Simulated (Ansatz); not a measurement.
# FGe2H7S: the cost of one run

Method: RHF/def2-SVP, in Ansatz 0.2.0.

### Step 1. The structure to begin with

Bond lengths: Ge1–F2 2.030 Å, Ge1–H3 1.550 Å, Ge1–H4 1.549 Å, Ge1–Ge5 2.398 Å, Ge5–H6 1.550 Å, Ge5–H7 1.550 Å, Ge5–H8 1.550 Å, Ge1–S9 2.550 Å, Ge5–S9 2.639 Å, S9–H10 1.400 Å. Angles (14 of 23 angles, heavy atoms first): F2–Ge1–Ge5 109.5°, F2–Ge1–S9 71.6°, Ge5–Ge1–S9 64.4°, Ge1–Ge5–S9 60.6°, Ge1–S9–Ge5 55.0°, F2–Ge1–H3 109.5°, F2–Ge1–H4 109.5°, H3–Ge1–Ge5 109.5°, H3–Ge1–S9 75.8°, H4–Ge1–Ge5 109.5°, H4–Ge1–S9 173.4°, Ge1–Ge5–H6 109.5°, Ge1–Ge5–H7 109.5°, Ge1–Ge5–H8 109.5°.

Structure file:

```xyz
11

Ge    0.0000    0.0000    0.0000
F     0.0000    0.0000    2.0300
H     1.4616    0.0000   -0.5162
H    -0.7300    1.2648   -0.5162
Ge   -1.1304   -1.9584   -0.7992
H    -1.8281   -2.6730    0.3861
H    -2.1918   -1.5497   -1.8522
H    -0.1029   -2.9200   -1.4487
S     0.9489   -2.2261    0.8041
H     0.0689   -3.2600    0.4622
H     0.4694   -1.1013    1.9260
```

### Step 2. Pulling towards end A

Springs on the bonds that form and break draw the guess towards this end; the thresholds are loose.

Contents of input.yaml:

```yaml
crystal:
  periodic: [false, false, false]
  atoms:
    - { symbol: Ge, position_ang: [0.0, 0.0, 0.0] }
    - { symbol: F, position_ang: [0.0, 0.0, 2.03] }
    - { symbol: H, position_ang: [1.4616, 0.0, -0.5162] }
    - { symbol: H, position_ang: [-0.73, 1.2648, -0.5162] }
    - { symbol: Ge, position_ang: [-1.1304, -1.9584, -0.7992] }
    - { symbol: H, position_ang: [-1.8281, -2.673, 0.3861] }
    - { symbol: H, position_ang: [-2.1918, -1.5497, -1.8522] }
    - { symbol: H, position_ang: [-0.1029, -2.92, -1.4487] }
    - { symbol: S, position_ang: [0.9489, -2.2261, 0.8041] }
    - { symbol: H, position_ang: [0.0689, -3.26, 0.4622] }
    - { symbol: H, position_ang: [0.4694, -1.1013, 1.926] }
basis:
  gaussian: { orbitals: def2-SVP }
hamiltonian:
  xc: hf
relax:
  f_tol: 0.15
  max_steps: 25
  restrain:
    - { distance: [0, 8], at: 3.45, k: 30.0 }
    - { distance: [10, 1], at: 2.12, k: 30.0 }
    - { distance: [0, 1], at: 1.68, k: 30.0 }
    - { distance: [10, 8], at: 1.4, k: 30.0 }
```

Run with:

```
> ansatz run input.yaml --threads 4 --pin off --max-ram 5120MiB --backend cpu --events-out ev --progress --plain --runs-dir out
```

**Question.** How long does this run take on 4 threads of Intel Xeon 6975P-C (Granite Rapids), shared host, and how much memory does it need?

About 14 s, with a peak of 0.38 GiB.
